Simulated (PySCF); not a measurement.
**SnB: from the state search to spectroscopic constants**

One job finds the state of SnB, follows it along the bond with each method and fits the curves.

The runs use PySCF 2.14.0; Sn aug-cc-pVDZ-PP with ECP28, B aug-cc-pVDZ, scalar-relativistic core potentials.

## (1) Set-up

The job is set up so:

- atoms: Sn, B
- charge: 0
- basis: Sn aug-cc-pVDZ-PP with ECP28, B aug-cc-pVDZ
- Hamiltonian: scalar-relativistic core potentials
- basis functions: 55
- electrons treated: 27
- masses in u: 119.9022, 11.0093
- levels: PBE0, PBE, r²SCAN, TPSS, PBEsol, M06-L, HF, MP2, SCS-MP2, CCSD, CCSD(T)
- grid: 80 radial by 434 angular points
- occupations: held fixed by the projection of orbital angular momentum
- dissociation limit: Sn + B, each in its ground configuration
- starting distance in angstrom: 2.165
- values of 2S to try: 1, 3

The run is started by

```sh
OMP_NUM_THREADS=1 python dia.py task.json out
```

The runs that follow: PBE0 along the bond; Excited determinants; PBE (GGA); r²SCAN (meta-GGA); TPSS; PBEsol; M06-L (meta-GGA); UHF; MP2 and coupled cluster.

Q: Predict the outcome of this session. Wanted: for each run, Re; ωe; De; μ.

The runs gave:

Lowest PBE0 solution found, without spin–orbit coupling: ⁴Σ⁻ (quartet), unpaired electrons σ ↑, π ↑↑. State 2 has its PBE0 minimum 0.32 eV higher, as a spin-mixed determinant (⟨S²⟩ = 1.77), so this is no gap between pure states. State 3 has its PBE0 minimum 0.36 eV higher, as a spin-mixed determinant (⟨S²⟩ = 1.76), so this is no gap between pure states. State 4 has its PBE0 minimum 0.98 eV higher. The other levels ran on the lowest alone.

| level | Re (Å) | ωe (cm⁻¹) | De (eV) | μ (D) |
| --- | --- | --- | --- | --- |
| UHF | 2.160 | 567 | 1.45 | -0.82 |
| UHF-MP2 | 2.192 | 599 | 2.39 | n/a |
| UHF-SCS-MP2 | 2.198 | 575 | 2.02 | n/a |
| UHF-CCSD | 2.215 | 525 | 2.12 | n/a |
| UHF-CCSD(T) | 2.224 | 523 | 2.29 | n/a |
| PBE | 2.214 | 525 | 2.98 | -1.57 |
| PBEsol | 2.199 | 539 | 3.22 | -1.50 |
| TPSS | 2.209 | 531 | 2.79 | -1.46 |
| r²SCAN | 2.191 | 553 | 2.93 | -1.27 |
| M06-L | 2.186 | 569 | 3.05 | -1.69 |
| PBE0 | 2.186 | 555 | 2.74 | -1.44 |

De is counted to Sn + B in their ground configurations. A positive dipole means Sn(−)B(+).

Differences from CCSD(T) in the same basis:

| level | Re (mÅ) | ωe (%) |
| --- | --- | --- |
| UHF | -64 | +8.4 |
| UHF-MP2 | -33 | +14.5 |
| UHF-SCS-MP2 | -26 | +9.9 |
| UHF-CCSD | -9 | +0.3 |
| PBE | -11 | +0.4 |
| PBEsol | -26 | +3.0 |
| TPSS | -16 | +1.5 |
| r²SCAN | -34 | +5.8 |
| M06-L | -38 | +8.7 |
| PBE0 | -39 | +6.2 |

Judged by CCSD(T) in the same basis: best bond length UHF-CCSD (-9 mÅ), worst UHF (-64 mÅ); best wavenumber UHF-CCSD (+0.3 %), worst UHF-MP2 (+14.5 %). Hartree–Fock makes the bond too short and too stiff against this reference, as it mostly does. CCSD(T) in a basis this small is itself some way from its limit, more so than the functionals. Among the levels with a De in the table, it runs from 1.45 eV (UHF) to 3.22 eV (PBEsol).

Correlated steps freeze 5 core orbitals. These are scalar-relativistic numbers at best; spin–orbit coupling would shift them, the dissociation energy most.
